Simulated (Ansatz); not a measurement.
# C₉H₁₈: one species, many methods

One table from this session's results is given with a row withheld; the runs are named, their logs left out.

Method: functionals in def2-TZVPP, the program's frozen cores in correlated methods; program: Ansatz 0.2.0, Gaussian basis.

Levels to be run: LDA (SPW92), PBE-D4, revPBE-D4, BLYP-D4, r2SCAN-D4, B97M-V, PBE0-D4, B3LYP-D4, r2SCANh-D4, r2SCAN0-D4, HSE06-D4, BHLYP-D4, CAM-B3LYP-D4, LC-ωPBE, ωB97X-V, ωB97M-V, B2PLYP, PBE-QIDH; CCSD(T)/def2-SVP; CCSD(T)/def2-TZVPP; MP2/def2-QZVPP; extrapolation to the limit; RPA on PBE.

## The geometry

The geometry comes from an earlier relaxation with PBE0-D4 in a triple-zeta def2 set; it is a stationary point, not always the lowest conformer.

SMILES `CCCC1CCCCC1`, 27 atoms, charge 0, spin multiplicity 1.

Atoms are counted from 1 here; the program's logs count them from 0.

Bond lengths: C1–C2 1.519 Å, C1–H10 1.094 Å, C1–H11 1.093 Å, C1–H12 1.094 Å, C2–C3 1.520 Å, C2–H13 1.095 Å, C2–H14 1.097 Å, C3–C4 1.528 Å, C3–H15 1.097 Å, C3–H16 1.096 Å, C4–C5 1.530 Å, C4–C9 1.531 Å, C4–H17 1.098 Å, C5–C6 1.524 Å, C5–H18 1.097 Å, C5–H19 1.095 Å, C6–C7 1.523 Å, C6–H20 1.096 Å and more. Angles: C2–C1–H10 111.1°, C2–C1–H11 111.7°, C2–C1–H12 111.0°, H10–C1–H11 107.7°, H10–C1–H12 107.4°, H11–C1–H12 107.7°, C1–C2–C3 112.6°, C1–C2–H13 109.2°, C1–C2–H14 109.7°, C3–C2–H13 110.0°, C3–C2–H14 109.2°, H13–C2–H14 106.0°, C2–C3–C4 114.7°, C2–C3–H15 108.6°, C2–C3–H16 108.9°, C4–C3–H15 108.1°, C4–C3–H16 110.6°, H15–C3–H16 105.6° and more.

The first run:

File in.yaml:

```yaml
crystal:
  periodic: [false, false, false]
  atoms:
    - {symbol: C, position_ang: [-1.722124, -3.069924, -0.016463]}
    - {symbol: C, position_ang: [-0.666287, -2.147329, -0.600747]}
    - {symbol: C, position_ang: [-0.928117, -0.684277, -0.281112]}
    - {symbol: C, position_ang: [0.036907, 0.297441, -0.944866]}
    - {symbol: C, position_ang: [-0.396736, 1.748665, -0.727174]}
    - {symbol: C, position_ang: [-0.184472, 2.219255, 0.706779]}
    - {symbol: C, position_ang: [1.260869, 2.022669, 1.143838]}
    - {symbol: C, position_ang: [1.708402, 0.580422, 0.947189]}
    - {symbol: C, position_ang: [1.489080, 0.129069, -0.491060]}
    - {symbol: H, position_ang: [-2.715680, -2.827716, -0.404430]}
    - {symbol: H, position_ang: [-1.518741, -4.116897, -0.253223]}
    - {symbol: H, position_ang: [-1.764724, -2.978256, 1.072732]}
    - {symbol: H, position_ang: [0.317916, -2.442515, -0.223037]}
    - {symbol: H, position_ang: [-0.624364, -2.276491, -1.688949]}
    - {symbol: H, position_ang: [-1.945966, -0.431879, -0.604509]}
    - {symbol: H, position_ang: [-0.923731, -0.552405, 0.806508]}
    - {symbol: H, position_ang: [-0.000657, 0.096156, -2.023429]}
    - {symbol: H, position_ang: [0.185947, 2.393335, -1.396770]}
    - {symbol: H, position_ang: [-1.446427, 1.869616, -1.014843]}
    - {symbol: H, position_ang: [-0.846986, 1.666387, 1.382445]}
    - {symbol: H, position_ang: [-0.467432, 3.272367, 0.797500]}
    - {symbol: H, position_ang: [1.907186, 2.680057, 0.547937]}
    - {symbol: H, position_ang: [1.388374, 2.324216, 2.187930]}
    - {symbol: H, position_ang: [1.151858, -0.070134, 1.632101]}
    - {symbol: H, position_ang: [2.763888, 0.471443, 1.214184]}
    - {symbol: H, position_ang: [1.815193, -0.906518, -0.620510]}
    - {symbol: H, position_ang: [2.126823, 0.733255, -1.148020]}
basis:
  gaussian: {orbitals: def2-TZVPP}
hamiltonian: {xc: lda}
output: {orbitals: {seedname: orbitals}}
```

The run is started by

```bash
$ ansatz run in.yaml --threads 4 --pin off --events-out ev --progress --plain --max-ram 66560MiB --backend cuda --devices 0, --max-vram 37GiB
```

Among the steps run: LDA; PBE-D4 (GGA); revPBE-D4 (GGA); BLYP-D4 (GGA); r2SCAN-D4 (meta-GGA); B97M-V (meta-GGA); B3LYP-D4 (hybrid); r2SCANh-D4 (hybrid); r2SCAN0-D4 (hybrid); HSE06-D4 (hybrid); BHLYP-D4 (hybrid); CAM-B3LYP-D4 (range-separated); LC-ωPBE (range-separated); ωB97X-V (range-separated); ωB97M-V (range-separated); B2PLYP (double hybrid); PBE-QIDH (double hybrid).

One of the session's tables, all rows but one given; the rest of the session is left out.

It belongs to the step «Orbital energies across the functionals». 

| functional | HOMO (eV) | LUMO (eV) | gap (eV) |
| --- | --- | --- | --- |
| LDA (SPW92) | -6.87 | 0.09 | 6.96 |
| PBE-D4 | -6.80 | 0.27 | 7.07 |
| revPBE-D4 | -6.75 | 0.37 | 7.12 |
| BLYP-D4 | -6.72 | 0.29 | 7.01 |
| r2SCAN-D4 | ? | ? | ? |
| B97M-V | -7.21 | 0.38 | 7.59 |
| PBE0-D4 | -8.10 | 1.07 | 9.17 |
| B3LYP-D4 | -7.92 | 0.75 | 8.68 |
| r2SCANh-D4 | -7.52 | 1.18 | 8.71 |
| r2SCAN0-D4 | -8.26 | 1.51 | 9.77 |
| HSE06-D4 | -7.70 | 0.70 | 8.40 |
| BHLYP-D4 | -9.37 | 1.68 | 11.06 |
| CAM-B3LYP-D4 | -9.50 | 1.84 | 11.34 |
| LC-ωPBE | -10.80 | 3.12 | 13.92 |
| ωB97X-V | -10.48 | 2.89 | 13.37 |
| ωB97M-V | -10.37 | 2.48 | 12.84 |

**Question.** Estimate the row for r2SCAN-D4.

Worked estimate for «HOMO (eV)». Against the share of exact exchange, r2SCANh-D4 (0.1, -7.52), r2SCAN0-D4 (0.25, -8.26) give a slope of -4.93 per unit share; at 0 the line stands at -7.03.

As computed: HOMO (eV): -7.04; LUMO (eV): 0.95; gap (eV): 7.99. In «HOMO (eV)» the line misses by +0.01.
